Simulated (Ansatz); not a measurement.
# Sn(CF3)4 (C4F12Sn): structure and electronic state

What does Sn(CF3)4 (C4F12Sn) look like as a singlet, and where do its frontier electrons sit?

Program: Ansatz 0.2.0, Gaussian basis. Level of theory: RKS PBE0-D4/def2-TZVP. These are calculated values, not measurements.

Plan: relaxation at r2SCAN-D4/def2-SVP; a single point at PBE0-D4/def2-TZVP.

6 further runs of the same task are left out: 4 that didn't finish, 2 set aside as unsound or not needed. Runs told in other sessions of the task aren't counted.

### 1 The system as given

17 atoms, charge 0, spin multiplicity 1.

Atoms are counted from 1 here; the program's logs count them from 0.

Bond lengths: Sn1–C2 2.391 Å, Sn1–C6 2.388 Å, Sn1–C10 2.389 Å, Sn1–C14 2.391 Å, C2–F3 1.330 Å, C2–F4 1.330 Å, C2–F5 1.330 Å, C6–F7 1.330 Å, C6–F8 1.330 Å, C6–F9 1.330 Å, C10–F11 1.330 Å, C10–F12 1.330 Å, C10–F13 1.330 Å, C14–F15 1.330 Å, C14–F16 1.330 Å, C14–F17 1.330 Å. Angles: C2–Sn1–C6 109.6°, C2–Sn1–C10 109.2°, C2–Sn1–C14 110.0°, C6–Sn1–C10 109.1°, C6–Sn1–C14 109.6°, C10–Sn1–C14 109.4°, Sn1–C2–F3 110.9°, Sn1–C2–F4 110.7°, Sn1–C2–F5 110.9°, F3–C2–F4 108.1°, F3–C2–F5 108.1°, F4–C2–F5 108.1°, Sn1–C6–F7 110.9°, Sn1–C6–F8 110.7°, Sn1–C6–F9 111.0°, F7–C6–F8 108.1°, F7–C6–F9 108.1°, F8–C6–F9 108.1° and more.

Geometry (Å):

```xyz
17
C4F12Sn
Sn   -0.00126   -0.00849    0.00370
C    -0.00585   -0.01606    2.39431
F    -1.08887   -0.62757    2.86504
F     0.00460    1.22664    2.86782
F     1.06380   -0.64735    2.86891
C     2.25057    0.00883   -0.79174
F     3.01602    0.78512   -0.02972
F     2.30523    0.47139   -2.03735
F     2.76793   -1.21621   -0.78339
C    -1.11984    1.95165   -0.77837
F    -2.12160    2.28232    0.03097
F    -1.61962    1.75915   -1.99563
F    -0.27967    2.98093   -0.83623
C    -1.12663   -1.94962   -0.82099
F    -0.95646   -2.98213   -0.00082
F    -0.65612   -2.29136   -2.01701
F    -2.43223   -1.72726   -0.93949
```

Sn takes a core potential in the def2 sets. No spin-orbit coupling is included.

The start is a GFN2-xTB geometry.

### 2 Optimising with r2SCAN-D4/def2-SVP

in.yaml

```yaml
crystal:
  periodic: [false, false, false]
  atoms:
    - {symbol: Sn, position_ang: [-0.001260, -0.008490, 0.003700]}
    - {symbol: C, position_ang: [-0.005850, -0.016060, 2.394310]}
    - {symbol: F, position_ang: [-1.088870, -0.627570, 2.865040]}
    - {symbol: F, position_ang: [0.004600, 1.226640, 2.867820]}
    - {symbol: F, position_ang: [1.063800, -0.647350, 2.868910]}
    - {symbol: C, position_ang: [2.250570, 0.008830, -0.791740]}
    - {symbol: F, position_ang: [3.016020, 0.785120, -0.029720]}
    - {symbol: F, position_ang: [2.305230, 0.471390, -2.037350]}
    - {symbol: F, position_ang: [2.767930, -1.216210, -0.783390]}
    - {symbol: C, position_ang: [-1.119840, 1.951650, -0.778370]}
    - {symbol: F, position_ang: [-2.121600, 2.282320, 0.030970]}
    - {symbol: F, position_ang: [-1.619620, 1.759150, -1.995630]}
    - {symbol: F, position_ang: [-0.279670, 2.980930, -0.836230]}
    - {symbol: C, position_ang: [-1.126630, -1.949620, -0.820990]}
    - {symbol: F, position_ang: [-0.956460, -2.982130, -0.000820]}
    - {symbol: F, position_ang: [-0.656120, -2.291360, -2.017010]}
    - {symbol: F, position_ang: [-2.432230, -1.727260, -0.939490]}
basis:
  gaussian: {orbitals: def2-SVP}
hamiltonian: {xc: r2scan, dispersion: d4}
scf: {lower_state_search: "off"}
output: {orbitals: {seedname: orbitals}}
relax: {f_tol: 0.03, max_steps: 70}
```

Command:

```sh
> ansatz run in.yaml --threads 4 --pin off --events-out ev --progress --plain --max-ram 6963MiB
```

Further steps of the session: Single point, PBE0-D4/def2-TZVP.

Q: Predict the results of all the runs planned. Wanted: point group; commonest bond; HOMO, LUMO at PBE0-D4/def2-TZVP; dipole at r2SCAN-D4/def2-SVP.

As calculated:

```
                       quantity                           value
                    point group                               T
                 commonest bond  C–F, 12 of mean length 1.342 Å
HOMO, LUMO at PBE0-D4/def2-TZVP                 -9.62, -1.41 eV
   dipole at r2SCAN-D4/def2-SVP                          0.01 D
```

**Reading.** The molecule keeps its bonding pattern by the stored test; the atoms moved 0.37 Å (rms). No usable vibrations, so a minimum isn't proven.
